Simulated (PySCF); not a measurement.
**MoO₂Cl: relaxation and vibrations of the doublet**

Aim: relax MoO₂Cl as a doublet from a trigonal planar start, check by its vibrations whether the end is a minimum, and collect its spectrum and constants.

Method: PBE0, basis Mo def2-TZVP with ECP28, O def2-TZVP, Cl def2-TZVP, scalar-relativistic core potentials, no spin–orbit coupling, density fitting; program: PySCF 2.14.0.

**1. The system as given**

4 atoms, charge 0, spin multiplicity 2.

Bond lengths: Mo1–O2 1.780 Å, Mo1–O3 1.780 Å, Mo1–Cl4 2.370 Å. Angles: O2–Mo1–O3 120.0°, O2–Mo1–Cl4 120.0°, O3–Mo1–Cl4 120.0°.

```xyz
4
charge 0 multiplicity 2
Mo    0.0000    0.0000    0.0000
O    -0.8900    1.5415    0.0000
O    -0.8900   -1.5415    0.0000
Cl    2.3700    0.0000    0.0000
```

**2. Finding the electronic state**

The steps below are one call of a driver around PySCF. For each, scf.py gives the equivalent set-up of the SCF; relaxations use the driver's own optimiser. After this first run the driver tries any further starts and a stability analysis.

scf.py reads:

```python
from pyscf import gto, scf, dft
mol = gto.M(atom='''
Mo     0.000000     0.000000     0.000000
O     -0.890000     1.541500     0.000000
O     -0.890000    -1.541500     0.000000
Cl     2.370000     0.000000     0.000000''',
    basis={'Mo': 'def2-TZVP', 'O': 'def2-TZVP', 'Cl': 'def2-TZVP'},
    ecp={'Mo': 'def2-TZVP'},
    charge=0, spin=1)
mf = dft.UKS(mol, xc='PBE0')
mf.grids.atom_grid = (50, 194)
aux = {'Mo': 'def2-universal-JKFIT', 'O': 'def2-universal-JKFIT', 'Cl': 'def2-universal-JKFIT'}
mf = mf.density_fit(auxbasis=aux)
mf.conv_tol = 1e-08
mf.diis_space = 10
mf.max_cycle = 60
mf.init_guess = 'minao'
mf.verbose = 4
mf.kernel()
```

On the command line:

```
> OMP_NUM_THREADS=4 python axn.py task.json out
```

The log of the run:

```text
init E= -671.991862844996
[... the frontier-level lines of each cycle are left out ...]
cycle= 1 E= -678.236700381459  delta_E= -6.24  |g|= 1.04  |ddm|= 2.72
cycle= 2 E= -669.569779042929  delta_E= 8.67  |g|= 4.24  |ddm|= 2.87
cycle= 3 E= -678.631567894642  delta_E= -9.06  |g|= 0.293  |ddm|= 2.69
cycle= 4 E= -678.65779865272  delta_E= -0.0262  |g|= 0.14  |ddm|= 0.304
cycle= 5 E= -678.664934219427  delta_E= -0.00714  |g|= 0.0594  |ddm|= 0.104
cycle= 6 E= -678.666227001892  delta_E= -0.00129  |g|= 0.0307  |ddm|= 0.0378
cycle= 7 E= -678.66655165129  delta_E= -0.000325  |g|= 0.0115  |ddm|= 0.0104
cycle= 8 E= -678.666606164734  delta_E= -5.45e-05  |g|= 0.00145  |ddm|= 0.00633
cycle= 9 E= -678.66660798875  delta_E= -1.82e-06  |g|= 0.000689  |ddm|= 0.00168
cycle= 10 E= -678.666608882939  delta_E= -8.94e-07  |g|= 0.000284  |ddm|= 0.00135
cycle= 11 E= -678.666609332844  delta_E= -4.5e-07  |g|= 0.000142  |ddm|= 0.00153
cycle= 12 E= -678.666609386235  delta_E= -5.34e-08  |g|= 6.19e-05  |ddm|= 0.000445
cycle= 13 E= -678.666609406187  delta_E= -2e-08  |g|= 3.18e-05  |ddm|= 0.000282
cycle= 14 E= -678.666609411185  delta_E= -5e-09  |g|= 1.84e-05  |ddm|= 0.000149
Extra cycle  E= -678.666609410206  delta_E= 9.8e-10  |g|= 6.17e-05  |ddm|= 3.92e-05
converged SCF energy = -678.666609410206  <S^2> = 0.75574694  2S+1 = 2.0057387
```

This step, with its further starts and checks, needed 24 s of wall time on 4 threads of Intel Xeon Platinum 8259CL at 2.50GHz (Skylake/Cascade Lake), shared host.

Energies from each starting density:

| start | energy (Eh) |
| --- | --- |
| the minimal-basis guess | -678.666609 |
| a thermally smeared density | -678.695589 |
| a smeared PBE density | -678.695589 |

The first run landed in a state that is too high. Following the other starts and the instabilities gains 76.1 kJ/mol (-678.69559 Eh), and the work goes on from there.

**3. Trigonal planar start, doublet: relaxation**

The program finds C2v symmetry in the start, which this walk keeps. Threshold on the gradient: 0.0003 Eh/bohr, with a further test on the energy change.

Changes to scf.py since step 2:

```diff
@@ -3,4 +3,4 @@
-Mo     0.000000     0.000000     0.000000
-O     -0.890000     1.541500     0.000000
-O     -0.890000    -1.541500     0.000000
-Cl     2.370000     0.000000     0.000000''',
+Mo    -0.330001     0.000000     0.000000
+O     -1.220001     1.541500     0.000000
+O     -1.220001    -1.541500     0.000000
+Cl     2.039999     0.000000     0.000000''',
@@ -17 +16,0 @@
-mf.init_guess = 'minao'
```

The optimiser's trace:

| step | energy (Eh) | change (kJ/mol) | largest symmetric gradient (Eh/bohr) |
| --- | --- | --- | --- |
| 0 | -678.695589 | 0.00 | 0.08256 |
| 1 | -678.718725 | -60.74 | 0.04670 |
| 2 | -678.720627 | -65.74 | 0.00800 |
| 3 | -678.720700 | -65.93 | 0.00079 |
| 4 | -678.720703 | -65.93 | 0.00010 |

The walk took 21 s.

After 4 steps and 65.9 kJ/mol it ends at C2v: Mo–Cl 2.265 Å, Mo–O 1.677 Å (×2); Cl–Mo–O 123.5° (×2), O–Mo–O 113.0°.

**4. Frequencies**

On the finer grid the gradient is checked again; gradients at displacements of ±0.02 bohr then give force constants and infrared intensities.

Changes to scf.py since step 3:

```diff
@@ -3,4 +3,4 @@
-Mo    -0.330001     0.000000     0.000000
-O     -1.220001     1.541500     0.000000
-O     -1.220001    -1.541500     0.000000
-Cl     2.039999     0.000000     0.000000''',
+Mo    -0.300230     0.000000     0.000000
+O     -1.227175     1.397479     0.000000
+O     -1.227175    -1.397479     0.000000
+Cl     1.964742     0.000000     0.000000''',
@@ -11 +11 @@
-mf.grids.atom_grid = (50, 194)
+mf.grids.atom_grid = (75, 302)
@@ -14 +14 @@
-mf.conv_tol = 1e-08
+mf.conv_tol = 1e-10
```

The driver hands on the density of the step before, so the log starts near convergence.

SCF at the final geometry:

```text
init E= -678.720775482185
[... the frontier-level lines of each cycle are left out ...]
cycle= 1 E= -678.720775479955  delta_E= 2.23e-09  |g|= 7.99e-05  |ddm|= 4.77e-05
cycle= 2 E= -678.720775453876  delta_E= 2.61e-08  |g|= 0.000274  |ddm|= 0.000161
cycle= 3 E= -678.720775482377  delta_E= -2.85e-08  |g|= 7.74e-06  |ddm|= 0.000124
cycle= 4 E= -678.720775482401  delta_E= -2.39e-11  |g|= 2.08e-06  |ddm|= 4.21e-06
Extra cycle  E= -678.720775482386  delta_E= 1.43e-11  |g|= 6.59e-06  |ddm|= 4.32e-06
converged SCF energy = -678.720775482386  <S^2> = 0.76155056  2S+1 = 2.0115174
```

The whole step took 1.7 min.

Geometry: C2v; Mo–Cl 2.265 Å, Mo–O 1.677 Å (×2); Cl–Mo–O 123.6° (×2), O–Mo–O 112.9°.

Harmonic modes (main isotopes):

| symmetry | ω (cm⁻¹) | IR (km/mol) | μ (u) |
| --- | --- | --- | --- |
| b1 | 92i | 28.2 | 24.51 |
| b2 | 160 | 4.7 | 22.45 |
| a1 | 310 | 4.4 | 19.03 |
| a1 | 454 | 50.4 | 33.53 |
| b2 | 1012 | 238 | 19.11 |
| a1 | 1059 | 104 | 17.48 |

μ is the mass of the mode for normalised Cartesian displacements, not the reduced mass of the usual diatomic formula.

With 1 mode imaginary (up to 92i cm⁻¹) this point is a saddle.

Properties at this point:

| Quantity | Value |
| --- | --- |
| Dipole moment | 1.30 D |
| Highest occupied level | -7.86 eV |
| Lowest empty level | -4.13 eV |
| Rotational constants | 0.2698, 0.08781, 0.06625 cm⁻¹ |
| Zero-point energy (real modes) | 17.9 kJ/mol |
| Principal polarisabilities | 40.4, 51.6, 65.5 bohr³ |
| Atomisation energy without zero-point energy | 1527 kJ/mol |
| Principal traceless quadrupole moments about the centre of mass | -4.10, -3.80, 7.90 D Å |
| Spin squared ⟨S²⟩ | 0.762 |

Charges (e) and bond orders:

```
atom  Mulliken  Löwdin  polar tensor  spin (Mulliken)  Mayer order to Mo1
 Mo1      1.45    0.50          1.87             1.08                   –
O2,3     -0.54   -0.27         -0.68            -0.02                1.97
 Cl4     -0.38    0.05         -0.51            -0.03                0.98
```

Outer orbital energies (eV). α occupied: -12.20, -11.99, -11.43, -10.37, -10.20, -10.10, -9.68, -7.86; empty: -4.13, -2.83, -1.06, -0.58. β occupied: -12.61, -11.94, -11.90, -11.40, -10.29, -10.15, -10.09, -9.74; empty: -3.95, -3.73, -2.50, -0.76.

Mulliken populations on Mo1 (outside its core potential): s 2.34, p 6.22, d 3.91, f 0.07.

**5. Downhill along the imaginary mode**

The start is the last point, displaced along its most imaginary mode.

The program finds Cs symmetry in the start, which this walk keeps. Threshold on the gradient: 0.0003 Eh/bohr, with a further test on the energy change.

Changes to scf.py since step 4:

```diff
@@ -3,4 +3,4 @@
-Mo    -0.300230     0.000000     0.000000
-O     -1.227175     1.397479     0.000000
-O     -1.227175    -1.397479     0.000000
-Cl     1.964742     0.000000     0.000000''',
+Mo    -0.300555     0.000000     0.115116
+O     -1.227500     1.397479    -0.250000
+O     -1.227500    -1.397479    -0.250000
+Cl     1.964418    -0.000000    -0.093597''',
@@ -11 +11 @@
-mf.grids.atom_grid = (75, 302)
+mf.grids.atom_grid = (50, 194)
@@ -14 +14 @@
-mf.conv_tol = 1e-10
+mf.conv_tol = 1e-08
```

The optimiser's trace:

| step | energy (Eh) | change (kJ/mol) | largest symmetric gradient (Eh/bohr) |
| --- | --- | --- | --- |
| 0 | -678.718001 | 0.00 | 0.05017 |
| 1 | -678.721446 | -9.05 | 0.02284 |
| 2 | -678.722301 | -11.29 | 0.00242 |
| 3 | -678.722377 | -11.49 | 0.00309 |
| 4 | -678.722410 | -11.58 | 0.00038 |
| 5 | -678.722410 | -11.58 | 0.00006 |

The walk took 27 s.

End point (Cs, 5 steps, 11.6 kJ/mol gained): Mo–Cl 2.256 Å, Mo–O 1.673 Å (×2); Cl–Mo–O 118.1° (×2), O–Mo–O 111.1°.

**6. Vibrations and properties at this point**

The same treatment as at the point before.

Changes to scf.py since step 5:

```diff
@@ -3,4 +3,4 @@
-Mo    -0.300555     0.000000     0.115116
-O     -1.227500     1.397479    -0.250000
-O     -1.227500    -1.397479    -0.250000
-Cl     1.964418    -0.000000    -0.093597''',
+Mo    -0.310687     0.000000     0.141497
+O     -1.156539     1.379248    -0.284670
+O     -1.156539    -1.379248    -0.284670
+Cl     1.927931    -0.000000    -0.134271''',
@@ -11 +11 @@
-mf.grids.atom_grid = (50, 194)
+mf.grids.atom_grid = (75, 302)
@@ -14 +14 @@
-mf.conv_tol = 1e-08
+mf.conv_tol = 1e-10
```

SCF at the final geometry:

```text
init E= -678.722437014432
[... the frontier-level lines of each cycle are left out ...]
cycle= 1 E= -678.722437014226  delta_E= 2.06e-10  |g|= 2.46e-05  |ddm|= 1.48e-05
cycle= 2 E= -678.722437011761  delta_E= 2.46e-09  |g|= 8.44e-05  |ddm|= 4.89e-05
cycle= 3 E= -678.722437014453  delta_E= -2.69e-09  |g|= 2.85e-06  |ddm|= 3.8e-05
cycle= 4 E= -678.722437014457  delta_E= -4.43e-12  |g|= 1.04e-06  |ddm|= 2.12e-06
Extra cycle  E= -678.722437014453  delta_E= 4.66e-12  |g|= 3.46e-06  |ddm|= 2.05e-06
converged SCF energy = -678.722437014453  <S^2> = 0.75809128  2S+1 = 2.008075
```

The whole step needed 2 min of wall time on 4 threads of Intel Xeon Platinum 8259CL at 2.50GHz (Skylake/Cascade Lake), shared host.

Geometry: Cs; Mo–Cl 2.256 Å, Mo–O 1.673 Å (×2); Cl–Mo–O 118.1° (×2), O–Mo–O 111.0°.

Modes, for the most abundant isotopes:

| symmetry | ω (cm⁻¹) | IR (km/mol) | μ (u) |
| --- | --- | --- | --- |
| a' | 129 | 22.0 | 23.57 |
| a'' | 171 | 3.4 | 21.59 |
| a' | 325 | 3.7 | 18.84 |
| a' | 450 | 58.1 | 35.09 |
| a'' | 1019 | 234 | 19.01 |
| a' | 1065 | 103 | 17.55 |

μ is the mass of the mode for normalised Cartesian displacements, not the reduced mass of the usual diatomic formula.

No imaginary mode, so this is a minimum.

Constants and moments:

```yaml
Dipole_moment: 2.08 D
Highest_occupied_level: -7.62 eV
Lowest_empty_level: -3.87 eV
Rotational_constants: 0.2554, 0.08996, 0.06934 cm⁻¹
Zero-point_energy: 18.9 kJ/mol
Principal_polarisabilities: 43.0, 51.6, 64.4 bohr³
Atomisation_energy_without_zero-point_energy: 1532 kJ/mol
Principal_traceless_quadrupole_moments_about_the_centre_of_mass: -3.69, -3.42, 7.12 D Å
Entropy_at_298.15_K_and_1_bar_electronic_part_spin_only: 320.7 J/(mol K)
Heat_capacity_Cp_at_298.15_K: 64.5 J/(mol K)
Enthalpy_at_298.15_K_above_0_K: 15.18 kJ/mol
Rotational_symmetry_number: 1
Spin_squared_⟨S²⟩: 0.758
```

Charges (e) and bond orders:

| atom | Mulliken | Löwdin | polar tensor | spin (Mulliken) | Mayer order to Mo1 |
| --- | --- | --- | --- | --- | --- |
| Mo1 | 1.43 | 0.48 | 1.86 | 1.04 | – |
| O2,3 | -0.53 | -0.27 | -0.68 | -0.01 | 1.98 |
| Cl4 | -0.37 | 0.06 | -0.50 | -0.02 | 0.98 |

Mulliken populations on Mo1 (outside its core potential): s 2.33, p 6.26, d 3.91, f 0.07.

**7. The points found, side by side**

| spin | group | bonds | imaginary modes (cm⁻¹) | ΔE (kJ/mol) | with zero-point energy |
| --- | --- | --- | --- | --- | --- |
| doublet | Cs | Mo–Cl 2.256 Å, Mo–O 1.673 Å (×2) | none | 0.0 | 0.0 |
| doublet | C2v | Mo–Cl 2.265 Å, Mo–O 1.677 Å (×2) | 92i | 4.4 | – |

**8. Results**

| quantity | value |
| --- | --- |
| minimum | doublet, Cs |
| geometry | Mo–Cl 2.256 Å, Mo–O 1.673 Å (×2); Cl–Mo–O 118.1° (×2), O–Mo–O 111.0° |
| wavenumbers (cm⁻¹) | 129 (a'), 171 (a''), 325 (a'), 450 (a'), 1019 (a''), 1065 (a') |
| dipole moment | 2.08 D |
| highest occupied, lowest empty level (either spin) | -7.62, -3.87 eV |
| polar-tensor charge of Mo1 | +1.86 e |
| zero-point energy | 18.9 kJ/mol |
| entropy at 298.15 K | 320.7 J/(mol K) |
| atomisation energy (no zero-point energy) | 1532 kJ/mol |
| ⟨S²⟩ | 0.758 |

**Reading.** The trigonal planar start (C2v) ends in a minimum of Cs symmetry, after a stop at a saddle point 4.4 kJ/mol higher, from which it was pushed off along an imaginary mode. The strongest infrared band lies at 1019 cm⁻¹ (a'', stretch). Most of the spin sits on Mo1 (Mulliken spin 1.04, against 1 for the whole molecule). The first SCF alone would have been 76 kJ/mol too high. Other starts or spin states, not run here, may lie lower. One determinant may miss the lowest occupation of an open d or f shell.

The search up to here took 4.9 min.
